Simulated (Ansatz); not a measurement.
# C2H7AlOSi: the cost of one run

Program: Ansatz 0.2.0. Level of theory: RKS CAM-B3LYP-D4/def2-SVP. These are calculated values, not measurements.

## 1. The starting structure

Bond lengths: C1–C2 1.266 Å, C2–O3 1.385 Å, O3–Al4 1.945 Å, Al4–Si5 2.356 Å, C1–H6 1.083 Å, C1–H7 1.132 Å, C2–H8 1.073 Å, Al4–H9 1.527 Å, Si5–H10 1.512 Å, Si5–H11 1.467 Å, Si5–H12 1.467 Å. Angles (14 of 16 angles, heavy atoms first): C1–C2–O3 120.2°, C2–O3–Al4 121.7°, O3–Al4–Si5 118.2°, C1–C2–H8 120.2°, O3–C2–H8 119.5°, C2–C1–H6 125.5°, C2–C1–H7 120.1°, O3–Al4–H9 118.9°, Si5–Al4–H9 122.8°, Al4–Si5–H10 108.5°, Al4–Si5–H11 111.4°, Al4–Si5–H12 108.4°, H6–C1–H7 114.3°, H10–Si5–H11 107.9°.

As a file:

```xyz
12

C    -2.3024    1.3493    0.7568
C    -1.2573    0.7330    0.3952
O    -0.4128    1.2880   -0.5519
Al    1.2499    0.4223   -1.0721
Si    1.7256   -1.7033   -0.1739
H    -3.0326    0.9856    1.4693
H    -2.5480    2.3615    0.3128
H    -1.0080   -0.2120    0.8371
H     2.1471    1.1051   -2.1016
H     1.8644   -1.5715    1.3259
H     0.6413   -2.6529   -0.4455
H     3.0096   -2.1603   -0.7179
```

## 2. Relaxing end A

Input file input.yaml:

```yaml
crystal:
  periodic: [false, false, false]
  atoms:
    - { symbol: C, position_ang: [-2.3024, 1.3493, 0.7568] }
    - { symbol: C, position_ang: [-1.2573, 0.733, 0.3952] }
    - { symbol: O, position_ang: [-0.4128, 1.288, -0.5519] }
    - { symbol: Al, position_ang: [1.2499, 0.4223, -1.0721] }
    - { symbol: Si, position_ang: [1.7256, -1.7033, -0.1739] }
    - { symbol: H, position_ang: [-3.0326, 0.9856, 1.4693] }
    - { symbol: H, position_ang: [-2.548, 2.3615, 0.3128] }
    - { symbol: H, position_ang: [-1.008, -0.212, 0.8371] }
    - { symbol: H, position_ang: [2.1471, 1.1051, -2.1016] }
    - { symbol: H, position_ang: [1.8644, -1.5715, 1.3259] }
    - { symbol: H, position_ang: [0.6413, -2.6529, -0.4455] }
    - { symbol: H, position_ang: [3.0096, -2.1603, -0.7179] }
basis:
  gaussian: { orbitals: def2-SVP }
hamiltonian:
  xc: cam_b3lyp
  dispersion: d4
relax:
  f_tol: 0.015
  max_steps: 40
output:
  orbitals: {}
```

On the command line:

```bash
$ ansatz run input.yaml --threads 2 --pin off --max-ram 3072MiB --backend cpu --events-out ev --progress --plain --runs-dir out
```

**Question.** How long does this run take on 2 threads of Intel Xeon Platinum 8488C (Sapphire Rapids), shared host, and how much memory does it need?

About 38 s, with a peak of 0.33 GiB.
